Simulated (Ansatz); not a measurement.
# InGa2O: the cost of one run

Program: Ansatz 0.2.0. Level of theory: DFT PBE, scalar-relativistic, plane waves, PAW. These are calculated values, not measurements.

### Step 1. The structure to begin with

Symmetry: P-6m2, No. 187, hexagonal system. The conventional cell has a = 3.717 Å, b = 3.717 Å, c = 5.726 Å, α = 90.00°, β = 90.00°, γ = 120.00°. Around In (site symmetry -6m2) lie 6 Ga at 2.53 Å. Ga (site symmetry 3m) has 3 In at 2.53 Å and 3 O at 2.63 Å and 1 Ga at 2.68 Å in its first shell of neighbours. Around O (site symmetry -6m2) lie 6 Ga at 2.63 Å.

Structure file:

```
In Ga O
1.0
     3.71749    0.00000    0.00000
    -1.85874    3.21944    0.00000
     0.00000    0.00000    5.72583
In Ga O
1 2 1
Cartesian
  0.0000 2.1463 2.8629
  1.8587 1.0731 4.2022
  1.8587 1.0731 1.5236
  0.0000 0.0000 0.0000
```

Recipe of the guess: species swapped into a database cell of Cr2SbAs (P-6m2, No. 187), with Ga on the Cr sites, O on the Sb sites and In on the As sites. The dimensions are guesses.

### Step 2. A first look at the guess

Input file input.yaml:

```yaml
crystal:
  lattice:
    - [3.71748765, 0.0, 0.0]
    - [-1.85874382, 3.21943874, 0.0]
    - [0.0, 0.0, 5.72583249]
  atoms:
    - { symbol: In, position: [0.33333333, 0.66666667, 0.5] }
    - { symbol: Ga, position: [0.66666667, 0.33333333, 0.73390001] }
    - { symbol: Ga, position: [0.66666667, 0.33333333, 0.26609999] }
    - { symbol: O, position: [0.0, 0.0, 0.0] }
basis:
  ecutwfc: 420
kpoints:
  mp_grid: { grid: [6, 6, 4] }
hamiltonian:
  xc: pbe
scf:
  occupations: { method: gaussian, width: 0.1 }
  lower_state_search: "off"
output:
  forces: true
  stress: true
  eigenvalues: true
```

Started as:

```
> ansatz run input.yaml --threads 1 --pin off --max-ram 2560MiB --backend cpu --events-out ev --progress --plain --runs-dir out
```

**Question.** How long does this run take on 1 thread of Intel Xeon at 2.70GHz, shared host, and how much memory does it need?

About 3.6 s, with a peak of 0.35 GiB.
